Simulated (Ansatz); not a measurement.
# Ba3H12Ir2: the cost of one run

Method: DFT, PBE, plane-wave PAW, default files, scalar-relativistic, as far as a step names no other, in Ansatz 0.2.0.

## Step 1: Starting point

It takes space group P-3m1 (No. 164, trigonal). Conventional cell: a = 5.509 Å, b = 5.509 Å, c = 8.901 Å, α = 90.00°, β = 90.00°, γ = 120.00°. Ba (site symmetry -3m) has 12 H at 2.99 Å as nearest neighbours. Ba (site symmetry 3m) is surrounded by 12 H at 2.76 to 2.97 Å. H (site symmetry m) has 1 Ir at 1.69 Å as nearest neighbours. Around H (site symmetry m) lie 1 Ir at 1.66 Å. Ir (site symmetry 3m) is surrounded by 6 H at 1.66 to 1.69 Å.

Coordinates:

```
Ba H Ir
1.0
     5.50895    0.00000    0.00000
    -2.75448    4.77089    0.00000
     0.00000    0.00000    8.90147
Ba H Ir
3 12 2
Direct
  0.00000 0.00000 0.00000
  0.66667 0.33333 0.35830
  0.33333 0.66667 0.64170
  0.18702 0.81298 0.34695
  0.62597 0.81298 0.34695
  0.18702 0.37403 0.34695
  0.81298 0.18702 0.65305
  0.37403 0.18702 0.65305
  0.81298 0.62597 0.65305
  0.52751 0.05502 0.87248
  0.52751 0.47249 0.87248
  0.94498 0.47249 0.87248
  0.47249 0.94498 0.12752
  0.47249 0.52751 0.12752
  0.05502 0.52751 0.12752
  0.66667 0.33333 0.75985
  0.33333 0.66667 0.24015
```

## Step 2: First run, atoms as given

Input file input.yaml:

```yaml
crystal:
  lattice:
    - [5.5089514162, 0.0, 0.0]
    - [-2.7544757081, 4.7708918746, 0.0]
    - [0.0, 0.0, 8.9014695808]
  atoms:
    - { symbol: Ba, position: [0.0, 0.0, 0.0] }
    - { symbol: Ba, position: [0.6666666667, 0.3333333333, 0.35830236] }
    - { symbol: Ba, position: [0.3333333333, 0.6666666667, 0.64169764] }
    - { symbol: H, position: [0.18701537, 0.81298463, 0.34695384] }
    - { symbol: H, position: [0.62596926, 0.81298463, 0.34695384] }
    - { symbol: H, position: [0.18701537, 0.37403074, 0.34695384] }
    - { symbol: H, position: [0.81298463, 0.18701537, 0.65304616] }
    - { symbol: H, position: [0.37403074, 0.18701537, 0.65304616] }
    - { symbol: H, position: [0.81298463, 0.62596926, 0.65304616] }
    - { symbol: H, position: [0.52751156, 0.05502312, 0.87248282] }
    - { symbol: H, position: [0.52751156, 0.47248844, 0.87248282] }
    - { symbol: H, position: [0.94497688, 0.47248844, 0.87248282] }
    - { symbol: H, position: [0.47248844, 0.94497688, 0.12751718] }
    - { symbol: H, position: [0.47248844, 0.52751156, 0.12751718] }
    - { symbol: H, position: [0.05502312, 0.52751156, 0.12751718] }
    - { symbol: Ir, position: [0.6666666667, 0.3333333333, 0.75985233] }
    - { symbol: Ir, position: [0.3333333333, 0.6666666667, 0.24014767] }
kpoints:
  mp_grid: { grid: [6, 6, 4] }
scf:
  occupations: { method: fermi_dirac, width: 0.05 }
hamiltonian:
  xc: pbe
  pseudopotentials: { kind: paw }
output:
  forces: true
  stress: true
  populations: true
  efg:
    quadrupole_moments_barn: { Ba: 0.236, H: 0.00285783, Ir: 0.751 }
    contact_densities: true
```

On the command line:

```
ansatz run input.yaml --threads 1 --pin off --max-ram 2560MiB --backend cpu --events-out ev --progress --plain --runs-dir out
```

**Question.** How long does this run take on 1 thread of Intel Xeon 6975P-C (Granite Rapids), shared host, and how much memory does it need?

About 15 s, with a peak of 0.69 GiB.
